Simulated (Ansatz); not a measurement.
GaF:

```
Ga F
1.0
     3.16592    0.00000    0.00000
     0.00000    3.16592    0.00000
     0.00000    0.00000    3.16592
Ga F
1 1
Direct
  0.00000 0.00000 0.00000
  0.50000 0.50000 0.50000
```

The cell was built by a generator and needn't be a form met in nature.

Base run:

| Quantity | Value |
| --- | --- |
| Program | Ansatz 0.2.0 |
| Functional | revPBE |
| Potentials or basis | Ansatz PAW |
| Cutoff | 420 eV (not typed: the program's choice for these potentials) |
| k mesh | 5 × 5 × 5 |
| Occupations | fermi-dirac, width 0.05 eV |
| Spin | no spin polarisation |

Its results: band gap on the k mesh 2.35 eV, indirect (least direct gap 2.82 eV); pressure 1.9 GPa.

Problem. The run is repeated on the same cell with these changes: functional from revPBE to PBE. What comes out?

Solution. Band gap on the k mesh 2.34 eV, indirect (least direct gap 2.81 eV); pressure -0.2 GPa.

PBE binds more tightly than revPBE, so the same cell stands under less pressure.

Caveats: odd divisions of the mesh miss points on the zone boundary, where band edges often lie, so the gap on the mesh can be too wide; the density of states is complete only up to the lowest level of the last band computed; the PAW data sets come from PBE, with cores solved anew for the run's functional, which leaves a small shift of forces and pressure (some runs).

A k mesh can miss the band edges.
